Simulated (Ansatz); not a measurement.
# GdO (zincblende): exact exchange against the cheap answer

An exercise on one series of results from a longer session: the logs are not shown, and one member is left open.

Computed with Ansatz 0.2.0 (DFT at several levels, plane waves, PAW, unless a step's input says otherwise).

1 further run of the same task is left out (set aside as unsound or not needed).

### The structure to begin with

The structure is cubic, space group F-43m (No. 216). Conventional cell: a = 5.400 Å, b = 5.400 Å, c = 5.400 Å, α = 90.00°, β = 90.00°, γ = 90.00°. Gd (site symmetry -43m) is surrounded by 4 O at 2.34 Å. O (site symmetry -43m) has 4 Gd at 2.34 Å as nearest neighbours.

As a file:

```
CELL_PARAMETERS angstrom
0.00000 2.70000 2.70000
2.70000 0.00000 2.70000
2.70000 2.70000 0.00000
ATOMIC_POSITIONS crystal
Gd 0.00000 0.00000 0.00000
O 0.25000 0.25000 0.25000
```

An earlier run at PBE+U (U_eff = 6 eV on Gd 4f) left this cell at 19.683 Å³/atom and -0.19 GPa (8×8×8 mesh), metallic, moments in the atoms' spheres Gd 7.02 μB.

All runs below keep this geometry.

Levels to run, all on a 6×6×6 mesh: PBE with U = 6 eV on Gd 4f; PBE; HSE06 form (fraction 0.1); PBE0 form (fraction 0.1); PBE0 form (fraction 0.4). Hardware: 4 threads of Arm Neoverse V1, shared host.

Set-up of the first run:

input.yaml

```yaml
crystal:
  lattice:
    - [0.0, 2.7, 2.7]
    - [2.7, 0.0, 2.7]
    - [2.7, 2.7, 0.0]
  atoms:
    - { symbol: Gd, position: [0.0, 0.0, 0.0], spin: 7.72 }
    - { symbol: O, position: [0.25, 0.25, 0.25] }
basis:
  ecutwfc: 420
  ecutrho_ratio: 4
kpoints:
  mp_grid: { grid: [6, 6, 6] }
hamiltonian:
  xc: pbe
  hubbard: { sites: [{ species: Gd, l: f, u_eff: 6.0 }] }
scf:
  occupations: { method: gaussian, width: 0.05 }
  lower_state_search: "off"
output:
  forces: true
  stress: true
  eigenvalues: true
  populations: true
  hubbard: { sites: [{ species: Gd, l: f }] }
  write_density: true
  write_potential: true
  elf: true
  volumetric_format: npy
magnetization:
  spin_polarized: true
checkpoint:
  read: start.run
  write: ck
  compress: false
  write_wavefunctions: false
  write_every: 100000
```

The run starts from a saved state of the same cell, the folder start.run.

Command:

```console
$ ansatz run input.yaml --threads 4 --pin off --max-ram 6144MiB --backend cpu --events-out ev --progress --plain --runs-dir out
```

Steps of the session up to this table: PBE with U = 6 eV on Gd 4f; PBE; HSE06 form (fraction 0.1); PBE0 form (fraction 0.1); PBE0 form (fraction 0.4).

One table of the session follows, with a row left open; its other results are not shown here.

It belongs to the step «The sweep». 

```
                     level  pressure (GPa)  largest spin moment (μB)
PBE with U = 6 eV on Gd 4f            -0.1                      7.01
                       PBE               ?                         ?
 HSE06 form (fraction 0.1)            -1.4                      7.00
  PBE0 form (fraction 0.1)            -1.4                      7.00
  PBE0 form (fraction 0.4)            -2.9                      7.04
```

Estimate the missing values for PBE.

As computed: pressure (GPa): -0.7; largest spin moment (μB): 6.81. In the column «pressure (GPa)» it lies between PBE0 form (fraction 0.1) (-1.4) and PBE with U = 6 eV on Gd 4f (-0.1).

To keep in mind: «metal» means no gap on the mesh; bands that overlap can still move apart without opening one. Gaps are over this coarse mesh alone, and total energies of different levels can't be compared. The program warned that the SCF threshold is loose for the stress of this hybrid run. Warnings in the runs' records: stability check not made, filled band counts differ across k points, stress scf threshold loose, stress exchange threshold loose.
